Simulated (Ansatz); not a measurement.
**C₄H₈Si: up Jacob's ladder to CCSD(T)**

One table from this session's results is given with a row withheld; the runs are named, their logs left out.

The runs use Ansatz 0.2.0, Gaussian basis; functionals in def2-TZVPP, the program's frozen cores in correlated methods.

The runs, in order: PBE-D4, r2SCAN-D4, PBE0-D4, B3LYP-D4, ωB97X-V, ωB97M-V, B2PLYP; CCSD(T)/def2-TZVPP; MP2/def2-QZVPP; extrapolation to the limit.

## The geometry

The geometry comes from an earlier relaxation with PBE0-D4 in a triple-zeta def2 set; it is a stationary point, not always the lowest conformer.

SMILES `C=C=C[SiH2]C`, 13 atoms, charge 0, spin multiplicity 1.

Atoms are counted from 1 here; the program's logs count them from 0.

Bond lengths: C1–C2 1.301 Å, C1–H6 1.085 Å, C1–H7 1.085 Å, C2–C3 1.300 Å, C3–Si4 1.866 Å, C3–H8 1.089 Å, Si4–C5 1.864 Å, Si4–H9 1.490 Å, Si4–H10 1.490 Å, C5–H11 1.092 Å, C5–H12 1.092 Å, C5–H13 1.092 Å. Angles: C2–C1–H6 121.1°, C2–C1–H7 121.1°, H6–C1–H7 117.8°, C1–C2–C3 177.8°, C2–C3–Si4 121.4°, C2–C3–H8 118.6°, Si4–C3–H8 120.0°, C3–Si4–C5 110.8°, C3–Si4–H9 108.7°, C3–Si4–H10 108.6°, C5–Si4–H9 110.8°, C5–Si4–H10 110.8°, H9–Si4–H10 107.0°, Si4–C5–H11 110.5°, Si4–C5–H12 110.8°, Si4–C5–H13 110.8°, H11–C5–H12 108.3°, H11–C5–H13 108.3° and more.

Set-up of the first run:

in.yaml reads:

```yaml
crystal:
  periodic: [false, false, false]
  atoms:
    - {symbol: C, position_ang: [-0.139317, 1.841977, 1.626924]}
    - {symbol: C, position_ang: [-0.781790, 0.918426, 0.973022]}
    - {symbol: C, position_ang: [-1.380511, -0.017550, 0.297306]}
    - {symbol: Si, position_ang: [-0.439412, -1.121422, -0.876593]}
    - {symbol: C, position_ang: [1.373111, -0.685164, -0.887429]}
    - {symbol: H, position_ang: [0.289955, 1.641756, 2.602711]}
    - {symbol: H, position_ang: [-0.027789, 2.841307, 1.220171]}
    - {symbol: H, position_ang: [-2.453638, -0.150498, 0.428050]}
    - {symbol: H, position_ang: [-1.025575, -0.980060, -2.239558]}
    - {symbol: H, position_ang: [-0.639650, -2.538783, -0.461464]}
    - {symbol: H, position_ang: [1.918540, -1.333978, -1.576460]}
    - {symbol: H, position_ang: [1.521150, 0.350456, -1.200676]}
    - {symbol: H, position_ang: [1.805426, -0.801266, 0.108696]}
basis:
  gaussian: {orbitals: def2-TZVPP}
hamiltonian: {xc: pbe, dispersion: d4}
output: {forces: true, orbitals: {seedname: orbitals}}
```

Command:

```
ansatz run in.yaml --threads 4 --pin off --events-out ev --progress --plain --max-ram 10444MiB
```

Steps of the session up to this table: PBE-D4 (GGA); r2SCAN-D4 (meta-GGA); PBE0-D4 (hybrid); B3LYP-D4 (hybrid); ωB97X-V (range-separated); ωB97M-V (range-separated); B2PLYP (double hybrid); CCSD(T) in def2-TZVPP; MP2 in def2-QZVPP.

One table of the session follows, with a row left open; its other results are not shown here.

```
            method  atomisation energy (kcal/mol)
            PBE-D4                         1246.2
         r2SCAN-D4                         1228.0
           PBE0-D4                         1229.5
          B3LYP-D4                         1226.1
           ωB97X-V                         1223.6
           ωB97M-V                         1225.9
            B2PLYP                         1212.1
     HF/def2-TZVPP                              ?
    MP2/def2-TZVPP                         1205.8
   CCSD/def2-TZVPP                         1176.1
CCSD(T)/def2-TZVPP                         1192.8
           MP2/CBS                         1233.5
       CCSD(T)/CBS                         1220.5
```

**Question.** Estimate the row for HF/def2-TZVPP.

The run gave: atomisation energy (kcal/mol): 920.8. In the column «atomisation energy (kcal/mol)» it is the lowest.
